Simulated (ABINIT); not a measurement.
# ZrB (Cmmm) in ABINIT: phonons with PBE+D3(BJ)

Aim: the phonons of ZrB with PBE+D3(BJ).

Program: ABINIT 10.8.3 (patched build). These are calculated values, not measurements. Logs are shortened: lines on timing, memory, paths and dates and some standing lists are left out, and cuts for length are marked. The log counts tension as positive stress, the text compression.

### 1 The crystal as given

The structure is orthorhombic, space group Cmmm (No. 65). Conventional cell: a = 3.923 Å, b = 3.971 Å, c = 4.014 Å, α = 90.00°, β = 90.00°, γ = 90.00°. Zr (site symmetry mmm) has 4 B at 1.96 to 1.99 Å as nearest neighbours. B (site symmetry mmm) is surrounded by 4 Zr at 1.96 to 1.99 Å.

The cell was built by a generator and needn't be a form met in nature.

### 2 Phonons, PBE+D3(BJ)

run.abi reads:

```
# Datasets
ndtset 2

# Pseudopotentials
pp_dirpath "./"
pseudos "Zr.GGA_PBE-JTH.xml, B.GGA_PBE-JTH.xml"

# Structure
acell 5.2744318895 5.2744318895 7.5852579198
rprim
     0.7027433719    -0.7114434294     0.0000000000
     0.7027433719     0.7114434294     0.0000000000
     0.0000000000     0.0000000000     1.0000000000
ntypat 2
znucl 40 5
natom 2
typat 1 2
chkprim 0
chksymtnons 0
tolsym 1.0e-6
xred
            0.0            0.0            1/2
            1/2            1/2            1/2

# Plane-wave basis
ecut 17.0
pawecutdg 34.0
pawxcdev 0
pawovlp 30

# k points
ngkpt 8 8 6
nshiftk 1
shiftk 0.0 0.0 0.0

# Exchange and correlation
ixc 11
vdw_xc 7

# Bands and occupations
nband 16
occopt 3
tsmear 0.05 eV

# SCF cycle
nstep 80

# Output
prteig 0
prtebands 0
prtwf 0
prtden 0
prtpot 0

# Dataset 1: ground state
kptopt1 1
tolvrs1 1.0e-11
prtwf1 1
tolwfr1 1.0e-14
nbdbuf1 4
nline1 6

# Dataset 2: response at q = 0 to atomic displacements
rfphon2 1
rfatpol2 1 2
rfdir2 1 1 1
getwfk2 1
kptopt2 2
nqpt2 1
qpt2 0.0 0.0 0.0
tolvrs2 1.0e-8
```

mrgddb.in reads:

```
merged_DDB
ZrB
2
runo_DS1_DDB
runo_DS2_DDB
```

anaddb.abi reads:

```
ddb_filepath "merged_DDB"
output_file "anaddb.abo"
outdata_prefix "ana"
asr 2
chneut 0
dipdip 0
dieflag 0
enunit 0
eivec 1
nph1l 1
qph1l 0.0 0.0 0.0 1.0
```

Potentials or basis: JTH PAW PBE v2.0.

Run with:

```sh
$ abinit run.abi > log 2>&1
$ mrgddb < mrgddb.in > mrgddb.log 2>&1
$ anaddb anaddb.abi > anaddb.log 2>&1
```

run.abo:

```text
.Version 10.8.3 of ABINIT
 DATASET    1 : space group Cm m m (# 65); Bravais oC (1-face-center ortho.)
================================================================================
 Values of the parameters that define the memory need for DATASET  1.
     intxc =       0    ionmov =       0      iscf =      17    lmnmax =      18
     lnmax =       6     mgfft =      30  mpssoang =       3    mqgrid =    3001
     natom =       2  nloc_mem =       2    nspden =       1   nspinor =       1
    nsppol =       1      nsym =       8    n1xccc =       1    ntypat =       2
    occopt =       3   xclevel =       2
       mpw =         724          nfft =       12000          nkpt =          84
 PAW method is used; the additional fine FFT grid is defined by:
   mgfftf=        40    nfftf =     36000
================================================================================
================================================================================

 DATASET    2 : space group Cm m m (# 65); Bravais oC (1-face-center ortho.)
================================================================================
 Values of the parameters that define the memory need for DATASET  2 (RF).
     intxc =       0      iscf =       7    lmnmax =      18     lnmax =       6
     mgfft =      30  mpssoang =       3    mqgrid =    3001     natom =       2
  nloc_mem =       2    nspden =       1   nspinor =       1    nsppol =       1
      nsym =       8    n1xccc =       1    ntypat =       2    occopt =       3
   xclevel =       2
      nfft =       12000          nkpt =         196
================================================================================
================================================================================

--------------------------------------------------------------------------------
------------- Echo of variables that govern the present computation ------------
--------------------------------------------------------------------------------
 -outvars: echo values of preprocessed input variables --------
            acell      5.2744318895E+00  5.2744318895E+00  7.5852579198E+00 Bohr
              amu      9.12240000E+01  1.08110000E+01
          chkprim           0
      chksymtnons           0
             ecut      1.70000000E+01 Hartree
           getwfk1          0
           getwfk2          1
             iscf1         17
             iscf2          7
                       outvar_i_n : Printing only first  50 k-points.
              ixc          11
           jdtset        1    2
                       outvar_i_n : Printing only first  50 k-points.
           kptopt1          1
           kptopt2          2
         kptrlatt        8    0    0      0    8    0      0    0    6
          kptrlen      4.21954551E+01
            natom           2
            nband1         16
            nband2         16
           nbdbuf1          4
           nbdbuf2          2
           ndtset           2
            ngfft          20      20      30
          ngfftdg          30      30      40
             nkpt1         84
             nkpt2        196
            nline1          6
            nline2          4
             nqpt1          0
             nqpt2          1
            nstep          80
             nsym           8
           ntypat           2
                       prtocc : prtvol=0, do not print more k-points.
                       prtocc : prtvol=0, do not print more k-points.
           occopt           3
        optdriver1          0
        optdriver2          1
        pawecutdg      3.40000000E+01 Hartree
          pawovlp      3.0000000000E+01
         pawxcdev           0
           prtden           0
        prtebands           0
           prteig           0
            prtwf1          1
            prtwf2          0
           rfphon1          0
           rfphon2          1
            rprim      7.0274337190E-01 -7.1144342940E-01  0.0000000000E+00
                       7.0274337190E-01  7.1144342940E-01  0.0000000000E+00
                       0.0000000000E+00  0.0000000000E+00  1.0000000000E+00
          spgroup          65
           tolsym      1.00000000E-06
           tolvrs1     1.00000000E-11
           tolvrs2     1.00000000E-08
           tolwfr1     1.00000000E-14
           tolwfr2     0.00000000E+00
           tsmear      1.83746611E-03 Hartree
            typat      1  2
           useylm           1
           vdw_xc           7
                       outvars : Printing only first  50 k-points.
           xangst      0.0000000000E+00  0.0000000000E+00  2.0069728136E+00
[... 177 lines left out ...]
internal            : -5.02010367720191E+01
'-kT*entropy'       : -4.57880770085661E-04
total_energy        : -5.02014946527892E+01
total_energy_eV     : -1.36605226112260E+03
...

--- !EnergyTermsDC
iteration_state     : {dtset: 1, }
comment             : '"Double-counting" decomposition of free energy'
band_energy         : -5.07462293296959E+00
Ewald energy        : -3.54657690060883E+01
psp_core            :  1.40717645966444E+00
xc_dc               : -1.24178874489377E+01
PAW spherical_terms :  1.37648470948139E+00
VdWaals_dft_d       : -2.64189367894398E-02
internal            : -5.02010371556392E+01
'-kT*entropy'       : -4.57880770085661E-04
total_energy_dc     : -5.02014950364093E+01
total_energy_dc_eV  : -1.36605227156143E+03
...

--- !EnergyTermsWithPAWCore
iteration_state     : {dtset: 1, }
comment             : 'Components of total free energy, including PAW core contributions'
Total energy        : -3.62347784614403E+03
Total energy DC     : -3.62347784652765E+03
Total energy (eV)   : -9.85998552251804E+04
Total energy DC (eV): -9.85998552356193E+04
...

 Cartesian components of stress tensor (hartree/bohr^3)
  sigma(1 1)= -3.74138668E-03  sigma(3 2)=  0.00000000E+00
  sigma(2 2)= -3.69848732E-03  sigma(3 1)=  0.00000000E+00
  sigma(3 3)=  1.24661130E-04  sigma(2 1)=  0.00000000E+00

-Cartesian components of stress tensor (GPa)         [Pressure=  7.1740E+01 GPa]
- sigma(1 1)= -1.10075396E+02  sigma(3 2)=  0.00000000E+00
- sigma(2 2)= -1.08813254E+02  sigma(3 1)=  0.00000000E+00
- sigma(3 3)=  3.66765706E+00  sigma(2 1)=  0.00000000E+00

================================================================================
== DATASET  2 ==================================================================

--- !DatasetInfo
iteration_state: {dtset: 2, }
dimensions: {natom: 2, nkpt: 196, mband: 16, nsppol: 1, nspinor: 1, nspden: 1, mpw: 724, }
cutoff_energies: {ecut:  17.0, pawecutdg:  34.0, }
electrons: {nelect:   1.50000000E+01, charge:   0.00000000E+00, occopt:   3.00000000E+00, tsmear:   1.83746611E-03, }
meta: {optdriver: 1, rfphon: 1, }
...

 mkfilename : getwfk/=0, take file _WFK from output of DATASET   1.

 Exchange-correlation functional for the present dataset will be:
  GGA: Perdew-Burke-Ernzerhof functional - ixc=11
  J.P.Perdew, K.Burke, M.Ernzerhof, PRL 77, 3865 (1996)

 Real(R)+Recip(G) space primitive vectors, cartesian coordinates (Bohr,Bohr^-1):
 R(1)=  3.7065721 -3.7524599  0.0000000  G(1)=  0.1348955 -0.1332459  0.0000000
 R(2)=  3.7065721  3.7524599  0.0000000  G(2)=  0.1348955  0.1332459  0.0000000
 R(3)=  0.0000000  0.0000000  7.5852579  G(3)=  0.0000000  0.0000000  0.1318347
 Unit cell volume ucvol=  2.1100311E+02 bohr^3
 Angles (23,13,12)=  9.00000000E+01  9.00000000E+01  9.07049568E+01 degrees
 setup1 : take into account q-point for computing boxcut.

 Coarse grid specifications (used for wave-functions):

 getcut: wavevector=  0.0000  0.0000  0.0000  ngfft=  20  20  30
         ecut(hartree)=     17.000   => boxcut(ratio)=   2.04314

 Fine grid specifications (used for densities):

 getcut: wavevector=  0.0000  0.0000  0.0000  ngfft=  30  30  40
         ecut(hartree)=     34.000   => boxcut(ratio)=   2.00902
--------------------------------------------------------------------------------

 ==>  initialize data related to q vector <==

 The list of irreducible perturbations for this q vector is:
    1)    idir= 1    ipert=   1
    2)    idir= 3    ipert=   1
    3)    idir= 1    ipert=   2
    4)    idir= 3    ipert=   2

================================================================================

 The perturbation idir=   2  ipert=   1 is
 symmetric of a previously calculated perturbation.
 So, its SCF calculation is not needed.

 The perturbation idir=   2  ipert=   2 is
 symmetric of a previously calculated perturbation.
 So, its SCF calculation is not needed.

--------------------------------------------------------------------------------
 Perturbation wavevector (in red.coord.)   0.000000  0.000000  0.000000
 Perturbation : displacement of atom   1   along direction   1
 Found     2 symmetries that leave the perturbation invariant.
 symkpt : the number of k-points, thanks to the symmetries,
 is reduced to   136 .
[... 178 lines left out ...]
 2DEtotal=   -0.3713337171E+01 Ha. Also 2DEtotal=   -0.101045052023E+03 eV
    (2DErelax=   -1.2642079693E+02 Ha. 2DEnonrelax=    1.2270745976E+02 Ha)
    (  non-var. 2DEtotal :   -3.7133311667E+00 Ha)

================================================================================

 ---- first-order wavefunction calculations are completed ----

 ==> Compute Derivative Database <==

  Dynamical matrix, in cartesian coordinates,
   if specified in the inputs, asr has been imposed
     j1       j2             matrix element
  dir pert dir pert     real part    imaginary part

   1    1   1    1         0.3383285278         0.0000000000
   1    1   1    2        -0.3383285278         0.0000000000

   2    1   2    1         0.3124402454         0.0000000000
   2    1   2    2        -0.3124402454         0.0000000000
[... 10 lines left out ...]
   3    2   3    1         0.0645417500         0.0000000000
   3    2   3    2        -0.0645417500         0.0000000000

  Phonon wavevector (reduced coordinates) :  0.00000  0.00000  0.00000
 Phonon energies in Hartree :
  -1.913936E-03  0.000000E+00  0.000000E+00  0.000000E+00  4.211051E-03
   4.382040E-03
 Phonon frequencies in cm-1    :
  -4.200604E+02  0.000000E+00  0.000000E+00  0.000000E+00  9.242188E+02
   9.617465E+02

== END DATASET(S) ==============================================================
================================================================================

 -outvars: echo values of variables after computation  --------
            acell      5.2744318895E+00  5.2744318895E+00  7.5852579198E+00 Bohr
           etotal1    -5.0201495036E+01
           etotal2    -3.7133371711E+00
            fcart1    -0.0000000000E+00 -0.0000000000E+00 -0.0000000000E+00
                      -0.0000000000E+00 -0.0000000000E+00 -0.0000000000E+00
            fcart2     0.0000000000E+00  0.0000000000E+00  0.0000000000E+00
                       0.0000000000E+00  0.0000000000E+00  0.0000000000E+00
            rprim      7.0274337190E-01 -7.1144342940E-01  0.0000000000E+00
                       7.0274337190E-01  7.1144342940E-01  0.0000000000E+00
                       0.0000000000E+00  0.0000000000E+00  1.0000000000E+00
           strten1    -3.7413866782E-03 -3.6984873210E-03  1.2466112982E-04
                       0.0000000000E+00  0.0000000000E+00  0.0000000000E+00
           strten2     0.0000000000E+00  0.0000000000E+00  0.0000000000E+00
                       0.0000000000E+00  0.0000000000E+00  0.0000000000E+00
           xangst      0.0000000000E+00  0.0000000000E+00  2.0069728136E+00
                       1.9614334586E+00  0.0000000000E+00  2.0069728136E+00
             xred      0.0000000000E+00  0.0000000000E+00  5.0000000000E-01
                       5.0000000000E-01  5.0000000000E-01  5.0000000000E-01
 Calculation completed.
```

Wall time 3.6 min (1 thread of Arm Neoverse V1, shared host); peak memory 0.32 GiB.

What came out:

```yaml
Free_energy: -1366.0523 eV
Pressure: 71.7 GPa
Band_gap_on_the_k_mesh: none (metal or under the smearing width)
Highest_phonon_frequency_at_Γ: 962 cm⁻¹
Most_unstable_mode: 420i cm⁻¹
```

Phonon frequencies in cm⁻¹ (negative: imaginary):
```
              q point         frequencies
(0.000, 0.000, 0.000)  -420 0 0 0 924 962
```

Caveat: the mesh is coarse for a metal's response; some modes are imaginary; the cell is more than 3 GPa from zero pressure, which shifts response properties; a pressure of tens of GPa on the cell as given is suspect, and the run, the potentials or the cell itself is likely at fault; the atomic spheres overlap.
